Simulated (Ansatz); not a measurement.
# ZrN (doublet): from Hartree-Fock to the top rungs, def2-SVP

The task here is to estimate one member of a computed series from the others.

Method: def2-SVP, core rule «outside noble gas», up to 5 orbitals frozen; program: Ansatz 0.2.0, Gaussian basis.

Plan: UHF; CCSD(T) on ROHF; CCSD(T) on UHF; CISD; CCSDT(Q) on ROHF; CCSDT(Q) on UHF; CCSDTQ on ROHF.

11 further runs of the same task are left out: 8 for a known fault of the program, 3 set aside as unsound or not needed.

## The geometry

The geometry is a PBE0/def2-TZVP stationary point (not a proven minimum). No spin-orbit coupling is included. Elements past krypton take def2 core potentials.

2 atoms, charge 0, spin multiplicity 2.

Atoms are counted from 1 here; the program's logs count them from 0.

Bond lengths: Zr1–N2 1.684 Å.

The first run:

in.yaml reads:

```yaml
crystal:
  periodic: [false, false, false]
  atoms:
    - {symbol: Zr, position_ang: [0.000000, 0.000000, 0.000000]}
    - {symbol: N, position_ang: [0.000000, 0.000000, 1.683832]}
basis:
  gaussian: {orbitals: def2-SVP}
magnetization: {spin_polarized: true, initial_magnetization: 1}
hamiltonian: {xc: hf}
output: {orbitals: {seedname: orbitals}}
```

Launch:

```console
$ ansatz run in.yaml --threads 1 --pin off --events-out ev --progress --plain --max-ram 2816MiB --backend cpu
```

Steps of the session up to this table: UHF; CCSD(T) on ROHF; CCSD(T) on UHF; CISD; CCSDT(Q) on ROHF; CCSDT(Q) on UHF; CCSDTQ on ROHF.

One of the session's tables, all rows but one given; the rest of the session is left out.

It belongs to the step «Misses and costs». 

```
   method  from RCCSDTQ (kJ/mol)
     ROHF                 +742.7
      UHF                      ?
     RMP2                  -24.5
     UMP2                   +2.7
    RCCSD                  +48.8
    UCCSD                  +48.3
 RCCSD(T)                   +4.1
 UCCSD(T)                   +5.2
   RCCSDT                   +4.6
   UCCSDT                   +4.0
RCCSDT(Q)                   -0.1
UCCSDT(Q)                   -2.2
  RCCSDTQ                      0
```

Estimate the missing values for UHF.

**Answer.** from RCCSDTQ (kJ/mol): +737.5. In the column «from RCCSDTQ (kJ/mol)» it lies between RCCSD (+48.8) and ROHF (+742.7).

Caveats from the session: Restricted and unrestricted rows rest on different reference determinants; where their highest levels disagree by more than a few hundredths of an eV, they describe different states and don't form one ladder.
